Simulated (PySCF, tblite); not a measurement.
# C₅H₃ClOSi: geometry, infrared bands and NMR shifts

What infrared bands and NMR shifts should C₅H₃ClOSi (`O=CC#CC#C[SiH2]Cl`) show?

The runs use tblite 0.8.0 and PySCF 2.14.0, with density-fitted response routines of our own; the level of theory stands in each step. All values are computed, except where a source is named. Atoms are numbered from 0 throughout.

## Step 1: The starting structure

11 atoms, charge 0, multiplicity 1; geometry from: force field or distance geometry start.

Bonds of the start (Å): O0–C1 1.23, C1–C2 1.43, C2–C3 1.21, C3–C4 1.54, C4–C5 1.20, C5–Si6 1.85, Si6–Cl7 2.05, C1–H8 1.10, Si6–H9 1.49, Si6–H10 1.48.

## Step 2: Optimising the geometry with GFN2-xTB

Job settings and geometry (Å):

```
{"job": {"kind": "relax", "xc": "GFN2-xTB", "basis": "xTB"}, "charge": 0, "multiplicity": 1}
O      4.678300    -0.441500     0.080300
C      3.892600     0.469900     0.355600
C      2.483200     0.270900     0.287100
C      1.285200     0.125600     0.208100
C     -0.239000    -0.083500     0.138100
C     -1.430600    -0.238500     0.061000
Si    -3.266100    -0.477300    -0.044300
Cl    -4.197800     1.260100     0.516700
H      4.233900     1.459300     0.696100
H     -3.733500    -1.547400     0.888400
H     -3.700800    -0.795000    -1.428200
```

Launch:

```bash
> OMP_NUM_THREADS=1 python probes_run.py task.json out
```

One launch serves the whole session: the jobs run in the order shown.

**Question.** This job is followed by: GFN2-xTB harmonic vibrations, gas phase; GIAO PBE0/pcSseg-1 NMR shielding, non-relativistic, gas phase. What will the session give for the following? strongest single infrared mode (GFN2-xTB); zero-point energy (GFN2-xTB); 13C shifts against TMS (PBE0/pcSseg-1); 1H shifts against TMS (PBE0/pcSseg-1, means over atoms taken as alike); 17O shifts against H2O (PBE0/pcSseg-1); 29Si shifts against TMS (PBE0/pcSseg-1); 35Cl shifts against HCl (PBE0/pcSseg-1); surface potential, 1st and 99th percentile.

As calculated:

| quantity | value |
| --- | --- |
| strongest single infrared mode (GFN2-xTB) | 700 cm⁻¹, 657 km/mol |
| zero-point energy (GFN2-xTB) | 34.1 kcal/mol |
| 13C shifts against TMS (PBE0/pcSseg-1) | 180.8, 101.8, 97.6, 87.9, 77.8 ppm |
| 1H shifts against TMS (PBE0/pcSseg-1, means over atoms taken as alike) | 9.60, 5.36 ppm |
| 17O shifts against H2O (PBE0/pcSseg-1) | 774.6 ppm |
| 29Si shifts against TMS (PBE0/pcSseg-1) | -46.1 ppm |
| 35Cl shifts against HCl (PBE0/pcSseg-1) | -43 ppm |
| surface potential, 1st and 99th percentile | -1.39 V and 1.66 V |

What this shows: Relaxing lowered the energy by 0.678 eV in 40 steps; the close pair that moved most is C3–C4, from 1.540 to 1.352 Å. The lowest mode is slightly imaginary (11i cm⁻¹), a soft motion within the noise of the Hessian, so the minimum is not strictly shown. The strongest single mode, at 700 cm⁻¹, moves mainly H9 and H10. Unscaled tight-binding wavenumbers are off by several per cent, some by more. Its intensities can rank the bands wrongly. C1 (aldehyde carbonyl carbon) lies farthest downfield among carbon, at 180.8 ppm; the double bond to the heteroatom, with no lone-pair donor beside it, deshields it most. The most deshielded hydrogen is H8 (hydrogen on an aldehyde carbonyl carbon), at 9.60 ppm: the formyl region, downfield of aromatic protons. At PBE0/pcSseg-1: Shielding is most anisotropic at O0 (span 1604 ppm, paramagnetic term -836 ppm). At PBE0/pcSseg-1, counted by nearest atom on the grid, the HOMO lies on C2, C5 about 29 % each; C3, C4 about 16 % each, the LUMO on O0 19 %; C1, C3, C5 about 18 % each.
